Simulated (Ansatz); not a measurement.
# C2H3FSi (SMILES C#C[SiH2]F): energies and forces away from the minimum

The task here is to estimate one member of a computed series from the others.

Computed with Ansatz 0.2.0, Gaussian basis. Level: single points with forces in def2-TZVPP.

Levels: PBE-D4, r2SCAN-D4, PBE0-D4, wB97M-V, Hartree-Fock, MP2, CCSD, CCSD(T). Each coordinate is moved by a Gaussian draw of the width named (0.7 of it for atoms other than hydrogen): 0.09, 0.12, 0.12, 0.02 Å.

Cores are frozen in the correlated methods.

11 further runs of the same task are left out: 11 set aside as unsound or not needed.

### The system as given

The minimum, relaxed at PBE0-D4: 7 atoms, charge 0, spin multiplicity 1.

Atoms are counted from 1 here; the program's logs count them from 0.

Bond lengths: C1–C2 1.206 Å, C1–H5 1.066 Å, C2–Si3 1.817 Å, Si3–F4 1.595 Å, Si3–H6 1.478 Å, Si3–H7 1.478 Å. Angles: C2–C1–H5 179.8°, C1–C2–Si3 178.5°, C2–Si3–F4 109.2°, C2–Si3–H6 109.8°, C2–Si3–H7 109.8°, F4–Si3–H6 108.2°, F4–Si3–H7 108.2°, H6–Si3–H7 111.7°.

Geometry (Å):

| atom | x (Å) | y (Å) | z (Å) |
| --- | --- | --- | --- |
| C1 | -0.32746 | -1.83952 | -0.63876 |
| C2 | -0.12271 | -0.71547 | -0.25338 |
| Si3 | 0.20781 | 0.96074 | 0.36402 |
| F4 | -0.41178 | 2.02418 | -0.65117 |
| H5 | -0.51066 | -2.83201 | -0.98314 |
| H6 | -0.44093 | 1.14599 | 1.67952 |
| H7 | 1.66684 | 1.18799 | 0.43711 |

Energies of the minimum (eV), from earlier single points: PBE-D4 -12710.01057, r2SCAN-D4 -12716.38747, PBE0-D4 -12710.92553, B3LYP-D4 -12720.47760, wB97M-V -12717.46821, CCSD(T) -12698.77363.

The first run:

Contents of ccsdt-tzvpp/in.yaml:

```yaml
crystal:
  periodic: [false, false, false]
  atoms:
    - {symbol: C, position_ang: [-0.262659, -1.900126, -0.598690]}
    - {symbol: C, position_ang: [-0.162741, -0.786554, -0.203443]}
    - {symbol: Si, position_ang: [0.176159, 0.973079, 0.370101]}
    - {symbol: F, position_ang: [-0.349180, 2.027319, -0.676985]}
    - {symbol: H, position_ang: [-0.515510, -2.929740, -1.052440]}
    - {symbol: H, position_ang: [-0.315028, 1.122930, 1.601039]}
    - {symbol: H, position_ang: [1.784784, 1.159187, 0.406215]}
basis:
  gaussian: {orbitals: def2-TZVPP}
correlation: {method: ccsd_t}
output: {forces: true}
```

No record of the launch command was kept for these runs.

Steps of the session up to this table: Structure 1, width 0.09 Å; Structure 2, width 0.12 Å; Structure 3, width 0.12 Å; Structure 4, width 0.02 Å.

One of the session's tables, all rows but one given; the rest of the session is left out.

| method | RMS force component (eV/Å) | angle to CCSD(T) forces (°) | dipole (D) |
| --- | --- | --- | --- |
| PBE-D4 | ? | ? | ? |
| r2SCAN-D4 | 0.669 | 5.8 | 1.67 |
| PBE0-D4 | 0.560 | 7.4 | 1.70 |
| wB97M-V | 0.504 | 15.1 | 1.68 |
| CCSD(T) | 0.931 | reference | 1.67 |

Estimate the missing values for PBE-D4.

**Answer.** RMS force component (eV/Å): 0.836; angle to CCSD(T) forces (°): 13.9; dipole (D): 1.60. In the column «RMS force component (eV/Å)» it lies between r2SCAN-D4 (0.669) and CCSD(T) (0.931).
